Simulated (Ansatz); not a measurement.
Geometry optimisation, DFT PBE-D3(BJ), scalar-relativistic, plane waves, PAW (Ansatz 0.2.0).

The input (input.yaml):

```yaml
crystal:
  lattice:
    - [5.727565, 0.0, 0.0]
    - [4.295674, 7.440325, 0.0]
    - [0.0, 0.0, 17.676537]
  atoms:
    - { symbol: Al, position: [0.1666667, 0.1111111, 0.0565722] }
    - { symbol: Al, position: [0.6666667, 0.1111111, 0.0565722] }
    - { symbol: Al, position: [0.1666667, 0.4444444, 0.0565722] }
    - { symbol: Al, position: [0.6666667, 0.4444444, 0.0565722] }
    - { symbol: Al, position: [0.1666667, 0.7777778, 0.0565722] }
    - { symbol: Al, position: [0.6666667, 0.7777778, 0.0565722] }
    - { symbol: Al, position: [-0.1666667, 0.2222222, 0.1888531] }
    - { symbol: Al, position: [0.3333333, 0.2222222, 0.1888531] }
    - { symbol: Al, position: [-0.1666667, 0.5555556, 0.1888531] }
    - { symbol: Al, position: [0.3333333, 0.5555556, 0.1888531] }
    - { symbol: Al, position: [-0.1666667, 0.8888889, 0.1888531] }
    - { symbol: Al, position: [0.3333333, 0.8888889, 0.1888531] }
    - { symbol: Al, position: [0.0, 0.0, 0.321134] }
    - { symbol: Al, position: [0.5, 0.0, 0.321134] }
    - { symbol: Al, position: [0.0, 0.3333333, 0.321134] }
    - { symbol: Al, position: [0.5, 0.3333333, 0.321134] }
    - { symbol: Al, position: [0.0, 0.6666667, 0.321134] }
    - { symbol: Al, position: [0.5, 0.6666667, 0.321134] }
    - { symbol: C, position: [0.494354, 0.6646615, 0.481799] }
    - { symbol: H, position: [0.2917417, 0.7584522, 0.461433] }
    - { symbol: H, position: [0.5573524, 0.5293296, 0.461433] }
    - { symbol: H, position: [0.6359351, 0.705292, 0.461433] }
    - { symbol: H, position: [0.494354, 0.6646615, 0.5434626] }
basis:
  ecutwfc: 420.0
kpoints:
  mp_grid: { grid: [3, 2, 1] }
hamiltonian:
  xc: pbe
  dispersion: d3bj
scf:
  occupations: { method: gaussian, width: 0.05 }
  lower_state_search: "off"
relax:
  f_tol: 0.03
  max_steps: 60
  adjacent_minimum: "off"
  constraints: [{ sites: [0, 1, 2, 3, 4, 5] }]
```

Command:

```bash
$ ansatz run input.yaml --threads 1 --pin off --max-ram 3072MiB --backend cpu --events-out ev --progress --plain --runs-dir out
```

Problem. Where does it end, and by what steps?

Solution. It converged. The force dipped under the threshold on the way, but the program's further checks kept it going. Limits of this set-up: thin slab, slab without dipole correction. After 6 steps the energy has fallen by 0.199 eV; H23 moved furthest, 0.70 Å.

```
step  energy less start (eV)  largest force component (eV/Å)  accepted
   0                  0.0000                           0.414       yes
   1                 -0.1287                           0.123       yes
   2                 -0.1745                           0.070       yes
   3                 -0.1956                           0.077       yes
   4                 -0.1977                           0.218       yes
   5                 -0.1993                           0.004       yes
   6                 -0.1993                           0.004       yes
```

```xyz
23
Lattice="5.7276 0.0000 0.0000 4.2957 7.4403 0.0000 0.0000 0.0000 17.6765" Properties=species:S:1:pos:R:3
Al 1.432 0.827 1.000
Al 4.296 0.827 1.000
Al 2.864 3.307 1.000
Al 5.728 3.307 1.000
Al 4.296 5.787 1.000
Al 7.159 5.787 1.000
Al 0.000 1.654 3.326
Al 2.863 1.654 3.328
Al 1.432 4.134 3.321
Al 4.296 4.134 3.321
Al 2.864 6.613 3.324
Al 5.727 6.613 3.321
Al 0.001 -0.003 5.648
Al 2.862 -0.003 5.650
Al 1.431 2.482 5.649
Al 4.296 2.483 5.649
Al 2.865 4.962 5.647
Al 5.728 4.961 5.637
C 5.692 4.944 9.212
H 4.945 5.655 8.841
H 5.450 3.940 8.845
H 6.683 5.235 8.845
H 5.690 4.945 10.308
```

Whether the end is a true minimum wasn't checked by a vibrational analysis.

The run took 77 s on 1 thread of Arm Neoverse V1, on a shared host, peak memory 0.71 GiB.
